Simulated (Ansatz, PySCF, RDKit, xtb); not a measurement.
**H2NSeOF: from the formula to a structure**

Given the formula H2NSeOF and nothing else, which arrangement of the atoms is the most stable in the gas at 298.15 K, and what are its properties?

Plan: many cheap relaxations first (GFN2-xTB), then density-functional screening, relaxation at PBE0-D3(BJ)/def2-SVP, vibrations and a final energy. The numbers are computed, not measured.

4 further runs of the same task are left out: 4 set aside as unsound or not needed.

## Step 1: Drawing up candidates

A program enumerates the bonding patterns with one Lewis structure each (two rings at most, one unusual centre or charged pair), with their diastereomers. O–O, O–halogen and N–halogen bonds and N–N–N chains are not drawn. That gives 12 candidates.

| label | SMILES | spin |
| --- | --- | --- |
| c030 | O/N=[SeH]/F | singlet |
| c138 | N#[Se@H](O)F | singlet |
| c209 | F[Se@@H]1NO1 | singlet |
| c366 | N=[Se@H](=O)F | singlet |
| c368 | [O-][NH2+][Se]F | singlet |
| c458 | O/N=[SeH]\F | singlet |
| c479 | N=[Se@](O)F | singlet |
| c584 | ON[Se]F | singlet |
| c607 | [O-]/[NH+]=[SeH]\F | singlet |
| c799 | N[Se@](=O)F | singlet |
| c916 | [O-]/[NH+]=[SeH]/F | singlet |
| c936 | NO[Se]F | singlet |

Candidates are built by distance geometry, with a force field where one applies, in up to four conformers (letters a to d). 4 starts with atoms placed at random are added, to find patterns that the rules miss.

**Question.** With final energies at CCSD(T)/def2-TZVP, which structure will this search put lowest in free energy, and by what margin?

| quantity | value |
| --- | --- |
| lowest structure found | N[Se@](=O)F, singlet, C1 |
| next finalist | N=[Se@](O)F, singlet, 16.1 kcal/mol higher in G |
| share at equilibrium, among the finalists | 100.0 % |
| harmonic wavenumbers, lowest and highest (PBE0-D3(BJ)/def2-SVP) | 221 and 3650 cm⁻¹ |
| rotational constants, same geometry | 0.2128, 0.1966, 0.1339 cm⁻¹ |
| dipole moment (PBE0/def2-TZVPD) | 3.38 D |
| HOMO energy (PBE0/def2-TZVPD) | -8.48 eV |
| LUMO energy (PBE0/def2-TZVPD) | -1.35 eV |
| HOMO–LUMO gap (PBE0/def2-TZVPD) | 7.14 eV |
| lowest excitation (TD-CAM-B3LYP/def2-SVPD) | 5.45 eV (f = 0.010) |
| strongest of the states computed, same level | 7.81 eV (f = 0.098) |
| lowest triplet excitation, same level, Tamm-Dancoff | 4.77 eV |
| vertical ionisation energy | 10.71 eV |
| vertical electron affinity | -0.46 eV (unbound: the value depends on the basis) |
| vertical triplet less singlet | +4.67 eV |

The lowest structure found is `N[Se@](=O)F`. Among the finalists first place is clear (16.1 kcal/mol); structures outside the list aren't covered. GFN2-xTB, r2SCAN-D4/def2-SVP, PBE0-D3(BJ)/def2-SVP, HF/def2-TZVP and MP2/def2-TZVP already put its bonding pattern lowest among the structures in one piece; HF/STO-3G favours the singlet ON[Se]F (c584a, not a finalist). The search is not exhaustive (a finite list of starts, one conformer a finalist), so a lower isomer can't be ruled out. Patterns outside the rules of the enumeration were met only by chance.
